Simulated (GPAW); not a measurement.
NiMoIrPdW:

```
Ni Mo Pd Ir W
1.0
     2.76078    0.00000    0.00000
    -1.38039    2.39090    0.00000
     0.00000    0.00000   11.34051
Ni Mo Pd Ir W
1 1 1 1 1
Cartesian
  0.0000 0.0000 8.0423
  1.3804 0.7970 3.3369
  1.3804 0.7970 10.1952
  0.0000 0.0000 1.2025
  1.3804 0.7970 6.0015
```

The cell was built by a generator and needn't be a form met in nature.

| Item | Value |
| --- | --- |
| Program | GPAW 26.7.0 |
| Task | relaxation of cell and atoms |
| Functional | LDA |
| Potentials or basis | the program's PAW data sets (release 1.2.1) made for this functional |
| Cutoff | 600 eV |
| Basis | pw |
| k mesh | 8 × 8 × 2 |
| Occupations | fermi-dirac, width 0.05 eV |
| Spin | collinear spin, ferromagnetic start |
| Starting moments | [1.0, 1.0, 0.0, 0.6, 0.0] μB |

At the start: pressure -14.6 GPa; volume 14.97 Å³/atom.

How do energy, volume and symmetry change on relaxing?

Over 12 steps the energy falls by 44.6 meV/atom and the volume is 14.06 Å³/atom (-6.1 %); space group P3m1 (No. 156, to 0.05 Å); moment 0.00 μB per cell.

The path:
```
step  energy change (eV)  largest force (eV/Å)  pressure (GPa)  volume (Å³)
   1              0.0000                0.2627          -14.59        74.86
   2             -0.0731                0.1893          -12.03        73.99
   3             -0.2115                0.3699            0.99        70.24
   4             -0.2168                0.2479           -0.03        70.44
   5             -0.2211                0.1060           -0.33        70.42
   6             -0.2218                0.0751           -0.10        70.33
   7             -0.2223                0.0689            0.11        70.27
   8             -0.2225                0.0441            0.19        70.25
   9             -0.2226                0.0254            0.12        70.27
  10             -0.2227                0.0232            0.02        70.30
  11             -0.2228                0.0178           -0.05        70.32
  12             -0.2229                0.0171           -0.06        70.32
```

Final structure:
```cif
data_structure
_symmetry_space_group_name_H-M 'P 1'
_symmetry_Int_Tables_number 1
_cell_length_a 2.7066
_cell_length_b 2.7066
_cell_length_c 11.0843
_cell_angle_alpha 90.000
_cell_angle_beta 90.000
_cell_angle_gamma 120.000
_cell_volume 70.32
loop_
_atom_site_label
_atom_site_type_symbol
_atom_site_fract_x
_atom_site_fract_y
_atom_site_fract_z
_atom_site_occupancy
Ni1 Ni 0.00000 0.00000 0.71096 1
Mo1 Mo 0.66667 0.33333 0.29459 1
Pd1 Pd 0.66667 0.33333 0.89802 1
Ir1 Ir 0.00000 0.00000 0.10303 1
W1 W 0.66667 0.33333 0.53108 1
```

Caveat: each step starts from the last one's moments, so a moment once lost doesn't come back; the stock nickel data set gives pressures a few GPa off other programs; later steps reuse the first step's grids.
